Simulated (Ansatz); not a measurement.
**Alloy of GaAs and AlAs (16 of 64 Ga sites exchanged), 128 atoms**

Aim: relax the alloy cell and compare the gap by PBEsol.

Program: Ansatz 0.2.0, PAW, plane waves. These are calculated values, not measurements.

1 further run of the same task is left out (it didn't finish).

## (1) The starting cell

128 atoms (48 Ga, 16 Al, 64 As); a = 16.019 Å, b = 16.019 Å, c = 16.019 Å, α = 60.00°, β = 60.00°, γ = 60.00°. All atoms were shaken off their sites by about 0.02 Å along each axis; atoms next to an added one may be pushed further to make room.

Plan of the steps: (2) PBEsol cell relaxation at the single k point (½, ½, ½), on 1 × NVIDIA GB200 with 8 threads of Arm Neoverse-V2.

## (2) Relaxing cell and atoms with PBEsol

File in.yaml:

```yaml
crystal:
  lattice:
    - [0.000000, 11.327049, 11.327049]
    - [11.327049, 0.000000, 11.327049]
    - [11.327049, 11.327049, 0.000000]
  atoms:
    - { symbol: Ga, position: [0.997755, 0.000333, 0.998706] }
    - { symbol: Ga, position: [0.500562, 0.000501, 0.998530] }
    - { symbol: Ga, position: [0.250583, 0.250908, 0.249289] }
    - { symbol: Ga, position: [0.498317, 0.497803, 0.002198] }
    - { symbol: Ga, position: [0.499465, 0.997031, 0.499749] }
    - { symbol: Ga, position: [0.751646, 0.250011, 0.249113] }
    - { symbol: Ga, position: [0.005008, 0.496889, 0.497533] }
    - { symbol: Ga, position: [0.252494, 0.749739, 0.248775] }
    - { symbol: Ga, position: [0.248471, 0.247962, 0.752184] }
    - { symbol: Ga, position: [0.498291, 0.500984, 0.501095] }
    - { symbol: Ga, position: [0.749820, 0.753122, 0.248243] }
    - { symbol: Ga, position: [0.246841, 0.750633, 0.752556] }
    - { symbol: Ga, position: [0.749270, 0.747135, 0.751212] }
    - { symbol: Ga, position: [0.998778, 0.998329, 0.251682] }
    - { symbol: Ga, position: [0.252540, 0.251530, 0.997817] }
    - { symbol: Ga, position: [0.499848, 0.999306, 0.251067] }
    - { symbol: Ga, position: [0.748656, 0.245730, 0.003528] }
    - { symbol: Ga, position: [0.998886, 0.498524, 0.250355] }
    - { symbol: Ga, position: [0.249968, 0.748866, 0.999895] }
    - { symbol: Ga, position: [0.001314, 0.002095, 0.747478] }
    - { symbol: Ga, position: [0.251733, 0.249478, 0.501080] }
    - { symbol: Ga, position: [0.749946, 0.750312, 0.003809] }
    - { symbol: Ga, position: [0.749449, 0.250215, 0.501086] }
    - { symbol: Ga, position: [0.248755, 0.751706, 0.499872] }
    - { symbol: Ga, position: [0.499941, 0.500142, 0.748249] }
    - { symbol: Ga, position: [0.749939, 0.747851, 0.502169] }
    - { symbol: Ga, position: [0.002660, 0.249910, 0.998184] }
    - { symbol: Ga, position: [0.751373, 0.999334, 0.249625] }
    - { symbol: Ga, position: [0.000234, 0.753698, 0.998483] }
    - { symbol: Ga, position: [0.499710, 0.750519, 0.999135] }
    - { symbol: Ga, position: [0.250055, 0.998451, 0.750180] }
    - { symbol: Ga, position: [0.498421, 0.248871, 0.500485] }
    - { symbol: Ga, position: [0.750864, 0.997124, 0.753123] }
    - { symbol: Ga, position: [0.999206, 0.751196, 0.500717] }
    - { symbol: Ga, position: [0.249471, 0.501763, 0.751870] }
    - { symbol: Ga, position: [0.502790, 0.746646, 0.499584] }
    - { symbol: Ga, position: [0.754153, 0.499987, 0.746427] }
    - { symbol: Ga, position: [0.248675, 0.999089, 0.001565] }
    - { symbol: Ga, position: [0.750192, 0.997835, 0.000813] }
    - { symbol: Ga, position: [0.502171, 0.253342, 0.247360] }
    - { symbol: Ga, position: [0.750344, 0.501163, 0.997683] }
    - { symbol: Ga, position: [0.002312, 0.750311, 0.248475] }
    - { symbol: Ga, position: [0.000887, 0.248114, 0.750052] }
    - { symbol: Ga, position: [0.248408, 0.499798, 0.502306] }
    - { symbol: Ga, position: [0.500235, 0.749971, 0.249737] }
    - { symbol: Ga, position: [0.501026, 0.248418, 0.750003] }
    - { symbol: Ga, position: [0.746982, 0.502522, 0.498947] }
    - { symbol: Ga, position: [0.498004, 0.751188, 0.749680] }
    - { symbol: Al, position: [0.998350, 0.500577, 0.998620] }
    - { symbol: Al, position: [0.998608, 0.000514, 0.502049] }
    - { symbol: Al, position: [0.748148, 0.252265, 0.749334] }
    - { symbol: Al, position: [0.499202, 0.497797, 0.252534] }
    - { symbol: Al, position: [0.501600, 0.998566, 0.746574] }
    - { symbol: Al, position: [0.000002, 0.498327, 0.751992] }
    - { symbol: Al, position: [0.248146, 0.002326, 0.250635] }
    - { symbol: Al, position: [0.498738, 0.249884, 0.001922] }
    - { symbol: Al, position: [0.999172, 0.249770, 0.500511] }
    - { symbol: Al, position: [0.250437, 0.500639, 0.249149] }
    - { symbol: Al, position: [0.749765, 0.500333, 0.248774] }
    - { symbol: Al, position: [0.996743, 0.251917, 0.247549] }
    - { symbol: Al, position: [0.251081, 0.498173, 0.001268] }
    - { symbol: Al, position: [0.249988, 0.999818, 0.500540] }
    - { symbol: Al, position: [0.750331, 0.997818, 0.501067] }
    - { symbol: Al, position: [0.000143, 0.749499, 0.750266] }
    - { symbol: As, position: [0.064863, 0.062704, 0.058610] }
    - { symbol: As, position: [0.565478, 0.061798, 0.058677] }
    - { symbol: As, position: [0.060860, 0.564282, 0.063630] }
    - { symbol: As, position: [0.060158, 0.063934, 0.563326] }
    - { symbol: As, position: [0.312141, 0.311430, 0.313843] }
    - { symbol: As, position: [0.561666, 0.560533, 0.064278] }
    - { symbol: As, position: [0.561918, 0.062220, 0.562124] }
    - { symbol: As, position: [0.814102, 0.311581, 0.312631] }
    - { symbol: As, position: [0.063653, 0.564799, 0.562018] }
    - { symbol: As, position: [0.311988, 0.811858, 0.312749] }
    - { symbol: As, position: [0.314533, 0.312119, 0.812249] }
    - { symbol: As, position: [0.559839, 0.564394, 0.561650] }
    - { symbol: As, position: [0.811425, 0.811743, 0.313063] }
    - { symbol: As, position: [0.813350, 0.313006, 0.811083] }
    - { symbol: As, position: [0.312110, 0.812400, 0.813650] }
    - { symbol: As, position: [0.812738, 0.813898, 0.814179] }
    - { symbol: As, position: [0.061598, 0.064288, 0.313130] }
    - { symbol: As, position: [0.312506, 0.311893, 0.064752] }
    - { symbol: As, position: [0.560789, 0.063565, 0.310220] }
    - { symbol: As, position: [0.813724, 0.310317, 0.062190] }
    - { symbol: As, position: [0.062253, 0.560994, 0.312511] }
    - { symbol: As, position: [0.311720, 0.812709, 0.062585] }
    - { symbol: As, position: [0.063423, 0.061555, 0.811604] }
    - { symbol: As, position: [0.313094, 0.313295, 0.562833] }
    - { symbol: As, position: [0.562810, 0.561015, 0.312127] }
    - { symbol: As, position: [0.814984, 0.815050, 0.058901] }
    - { symbol: As, position: [0.560959, 0.061458, 0.814832] }
    - { symbol: As, position: [0.811855, 0.310846, 0.564037] }
    - { symbol: As, position: [0.061448, 0.562126, 0.814428] }
    - { symbol: As, position: [0.313856, 0.809825, 0.566604] }
    - { symbol: As, position: [0.564759, 0.561592, 0.811121] }
    - { symbol: As, position: [0.812108, 0.812927, 0.564573] }
    - { symbol: As, position: [0.063963, 0.310018, 0.066377] }
    - { symbol: As, position: [0.314716, 0.060285, 0.314179] }
    - { symbol: As, position: [0.564663, 0.311866, 0.061301] }
    - { symbol: As, position: [0.814099, 0.062471, 0.310795] }
    - { symbol: As, position: [0.060386, 0.811570, 0.065065] }
    - { symbol: As, position: [0.062257, 0.314768, 0.562276] }
    - { symbol: As, position: [0.312774, 0.561760, 0.311897] }
    - { symbol: As, position: [0.559872, 0.812682, 0.063651] }
    - { symbol: As, position: [0.311732, 0.062907, 0.811297] }
    - { symbol: As, position: [0.563974, 0.310288, 0.559851] }
    - { symbol: As, position: [0.811691, 0.565318, 0.310538] }
    - { symbol: As, position: [0.810984, 0.062825, 0.812363] }
    - { symbol: As, position: [0.063219, 0.813496, 0.563755] }
    - { symbol: As, position: [0.310719, 0.564060, 0.810987] }
    - { symbol: As, position: [0.562590, 0.812466, 0.563749] }
    - { symbol: As, position: [0.811788, 0.563735, 0.811342] }
    - { symbol: As, position: [0.314463, 0.062286, 0.062071] }
    - { symbol: As, position: [0.814458, 0.061014, 0.061250] }
    - { symbol: As, position: [0.060770, 0.314743, 0.313517] }
    - { symbol: As, position: [0.312111, 0.564999, 0.061792] }
    - { symbol: As, position: [0.315612, 0.062651, 0.559457] }
    - { symbol: As, position: [0.563203, 0.312848, 0.312936] }
    - { symbol: As, position: [0.811742, 0.561462, 0.063356] }
    - { symbol: As, position: [0.810769, 0.063810, 0.562373] }
    - { symbol: As, position: [0.062582, 0.813910, 0.311699] }
    - { symbol: As, position: [0.061781, 0.313185, 0.812337] }
    - { symbol: As, position: [0.311534, 0.561719, 0.564759] }
    - { symbol: As, position: [0.565611, 0.812769, 0.310404] }
    - { symbol: As, position: [0.558404, 0.314168, 0.813009] }
    - { symbol: As, position: [0.813086, 0.561372, 0.562632] }
    - { symbol: As, position: [0.061725, 0.810352, 0.814794] }
    - { symbol: As, position: [0.563479, 0.811150, 0.813243] }
kpoints:
  mp_grid: { grid: [1, 1, 1], shift: [0.5, 0.5, 0.5] }
hamiltonian:
  xc: pbesol
scf:
  occupations: { method: fermi_dirac, width: 0.01 }
relax:
  f_tol: 0.03
  max_steps: 80
  escape_saddle: false
  adjacent_minimum: "off"
  cell: { fix: [shape] }
output:
  forces: true
  eigenvalues: true
  populations: true
```

The run is started by

```console
$ ansatz run in.yaml --threads 8 --pin off --max-ram 118750MiB --runs-dir r --events-out ev --progress --plain --backend cuda --devices 0, --max-vram 170GiB
```

What does the calculation give? Wanted: for each run, top filled to lowest empty.

The runs gave:

```
             level         time  top filled to lowest empty (eV)
PBEsol, relaxation  6.8 s (GPU)                             1.40
```

| quantity | value |
| --- | --- |
| relaxation | 4 recorded steps, 0.81 eV gained |
| largest shift | 0.07 Å (Ga17 and others alike) |
| relaxed cell | a = 16.019 Å, b = 16.019 Å, c = 16.019 Å, α = 60.00°, β = 60.00°, γ = 60.00° |
| mean bonds | Al–As 2.454, As–Ga 2.452 Å |

**Reading.** Relaxation gains 0.81 eV, with shifts up to 0.07 Å (Ga17 and others alike), while the volume changes by +0.0 %. Part of this undoes the random shake of the start. The mean lengths differ by only 0.00 Å, over all coordinations together. No spin–orbit coupling is included; with elements this heavy it would shift the edges. With one k point the spacing samples only the states that fold onto it, so it can exceed the gap over the zone.
